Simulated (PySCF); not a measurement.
**One shape, several levels: AlNH4O2 (SMILES [NH2][Al]([OH])[OH])**

Aim: a comparison of 6 runs (BLYP/6-311+G**, CAM-B3LYP/6-311+G**, M06-2X/6-311+G**, PBE/6-311+G**, TPSS/6-311+G**, r2SCAN/6-311+G**) of AlNH4O2. 

Program for the calculation: PySCF 2.14.0.

1 further run of the same task is left out (set aside as unsound or not needed).

## (1) The molecule

AlNH4O2: 8 atoms, total charge 0, spin state singlet. SMILES: `[NH2][Al]([OH])[OH]`. One bond was lengthened or shortened from a relaxed shape.

Bond lengths: N1–Al2 1.760 Å, Al2–O3 2.203 Å, Al2–O4 1.692 Å, N1–H5 1.005 Å, N1–H6 1.006 Å, O3–H7 0.954 Å, O4–H8 0.955 Å. Angles: N1–Al2–O3 123.6°, N1–Al2–O4 117.6°, O3–Al2–O4 118.8°, Al2–N1–H5 126.0°, Al2–N1–H6 123.5°, Al2–O3–H7 124.8°, Al2–O4–H8 122.2°, H5–N1–H6 110.5°.

## (2) A single-point energy at BLYP/6-311+G(d,p) (run 1)

Contents of job.py:

```python
from pyscf import gto, dft

mol = gto.Mole()
mol.atom = '''
N     -1.734090     2.869430     0.575813
Al    -0.835903    -0.315136     0.246622
O      2.965736    -1.523308    -0.946564
O     -3.031765    -2.548415     0.887996
H     -0.626333     4.379510     0.258339
H     -3.471126     3.419529     1.121377
H      4.321804    -0.404023    -1.346808
H     -2.677819    -4.312852     0.750046
'''
mol.verbose = 3
mol.basis = '6-311+g**'
mol.unit = 'bohr'
mol.spin = 0
mol.max_memory = 1860
mol.build()

myscf = dft.RKS(mol)
myscf.xc = 'blyp'
myscf.conv_tol = 1e-10
myscf.grids.level = 5
myscf.kernel()
if not myscf.converged:
    myscf = myscf.newton().run(myscf.mo_coeff, myscf.mo_occ)

e_tot = myscf.e_tot
print('E(%s) = %.9f' % ('BLYP', e_tot))
```

Launch:

```console
$ OMP_NUM_THREADS=1 python job.py
```

Log:

```text
converged SCF energy = -450.183360833098
E(BLYP) = -450.183360833
```

Run time: 36 s. Hardware: 1 thread of Intel Xeon at 2.70GHz, shared host; peak memory 0.66 GiB.

## (3) A single-point energy at CAM-B3LYP/6-311+G(d,p) (run 2)

Contents of calc.py:

```python
from pyscf import gto, dft

mol = gto.Mole()
mol.atom = '''
N       -0.917641       1.518437       0.304707
Al      -0.442341      -0.166763       0.130507
O        1.569400      -0.806100      -0.500900
O       -1.604341      -1.348563       0.469907
H       -0.331441       2.317537       0.136707
H       -1.836841       1.809537       0.593407
H        2.287000      -0.213800      -0.712700
H       -1.417041      -2.282263       0.396907
'''
mol.verbose = 3
mol.basis = '6-311+g**'
mol.charge = 0
mol.max_memory = 1860
mol.build()

mf = dft.RKS(mol, xc='cam-b3lyp')
mf.grids.level = 5
mf.conv_tol = 1e-10
mf.kernel()
if not mf.converged:
    mf = mf.newton().run(mf.mo_coeff, mf.mo_occ)

energy = mf.e_tot
print('Final energy', energy)
```

Launch:

```console
$ OMP_NUM_THREADS=1 python calc.py
```

Log:

```text
converged SCF energy = -450.147029438382
Final energy -450.1470294383823
```

Run time: 45 s. Hardware: 1 thread of Intel Xeon at 2.70GHz, shared host; peak memory 0.66 GiB.

## (4) The energy at M06-2X/6-311+G(d,p) (run 3)

Contents of mol.xyz:

```xyz
8

N     -0.917641     1.518437     0.304707
Al    -0.442341    -0.166763     0.130507
O      1.569400    -0.806100    -0.500900
O     -1.604341    -1.348563     0.469907
H     -0.331441     2.317537     0.136707
H     -1.836841     1.809537     0.593407
H      2.287000    -0.213800    -0.712700
H     -1.417041    -2.282263     0.396907
```

Contents of calc.py:

```python
from pyscf import gto, dft

molecule = gto.Mole()
molecule.atom = 'mol.xyz'
molecule.max_memory = 1860
molecule.basis = '6-311+g**'
molecule.verbose = 3
molecule.spin = 0
molecule.build()

mf = dft.RKS(molecule)
mf.xc = 'm06-2x'
mf.grids.level = 5
mf.conv_tol = 1e-10
mf.kernel()
if not mf.converged:
    mf = mf.newton().run(mf.mo_coeff, mf.mo_occ)

energy = mf.e_tot
print('E = %.10f Eh' % energy)
```

Launch:

```console
$ OMP_NUM_THREADS=1 python calc.py
```

Log:

```text
converged SCF energy = -450.108439805303
E = -450.1084398053 Eh
```

Wall time 51 s (1 thread of Intel Xeon at 2.70GHz, shared host); peak memory 0.7 GiB.

Runs 4 to 5 aren't shown in full; the table further down has their settings and results.

## (5) The energy at r2SCAN/6-311+G(d,p) (run 6)

Contents of calc.py:

```python
from pyscf import gto, dft

mol = gto.Mole()
mol.atom = [
    ('N', (-0.917641, 1.518437, 0.304707)),
    ('Al', (-0.442341, -0.166763, 0.130507)),
    ('O', (1.569400, -0.806100, -0.500900)),
    ('O', (-1.604341, -1.348563, 0.469907)),
    ('H', (-0.331441, 2.317537, 0.136707)),
    ('H', (-1.836841, 1.809537, 0.593407)),
    ('H', (2.287000, -0.213800, -0.712700)),
    ('H', (-1.417041, -2.282263, 0.396907)),
]
mol.max_memory = 1860
mol.spin = 0
mol.basis = '6-311+g**'
mol.verbose = 3
mol.build()

calc0 = dft.RKS(mol)
calc0.xc = 'r2scan'
calc0.grids.level = 5
calc0.conv_tol = 1e-10
calc0.kernel()
if not calc0.converged:
    calc0 = calc0.newton().run(calc0.mo_coeff, calc0.mo_occ)

energy = calc0.e_tot
print('Final energy', energy)
```

Launch:

```console
$ OMP_NUM_THREADS=1 python calc.py
```

Log:

```text
converged SCF energy = -450.079721328144
Final energy -450.07972132814353
```

It took 55 s on 1 thread of Intel Xeon at 2.70GHz, shared host; peak memory 0.7 GiB.

## (6) Overview of the runs

```
run                level  energy (Eh)  dipole moment (D)  HOMO energy (eV)  LUMO energy (eV)  wall time
  1       BLYP/6-311+G**  -450.183361               2.10             -5.89             -2.20       36 s
  2  CAM-B3LYP/6-311+G**  -450.147029               2.24             -9.10             -0.61       45 s
  3     M06-2X/6-311+G**  -450.108440               2.24             -9.23             -0.88       51 s
  4        PBE/6-311+G**  -449.849603               2.11             -5.97             -2.25       35 s
  5       TPSS/6-311+G**  -450.247649               2.10             -6.04             -2.04       57 s
  6     r2SCAN/6-311+G**  -450.079721               2.16             -6.27             -1.80       55 s
```

## (7) Summary of results

| quantity | value |
| --- | --- |
| run 6: total energy | -450.07972 Eh |
| run 6: dipole moment | 2.16 D |
| run 6: HOMO energy | -6.27 eV |
| run 6: LUMO energy | -1.80 eV |
| run 6: HOMO–LUMO gap | 4.47 eV |

What this shows: The dipole moment (its size) runs from 2.10 D (TPSS/6-311+G**) to 2.24 D (CAM-B3LYP/6-311+G**). The HOMO–LUMO gap runs from 3.68 eV (BLYP/6-311+G**) to 8.48 eV (CAM-B3LYP/6-311+G**). Totals of different functionals can't be ranked against each other. All runs together took 4.6 min, the longest 57 s.
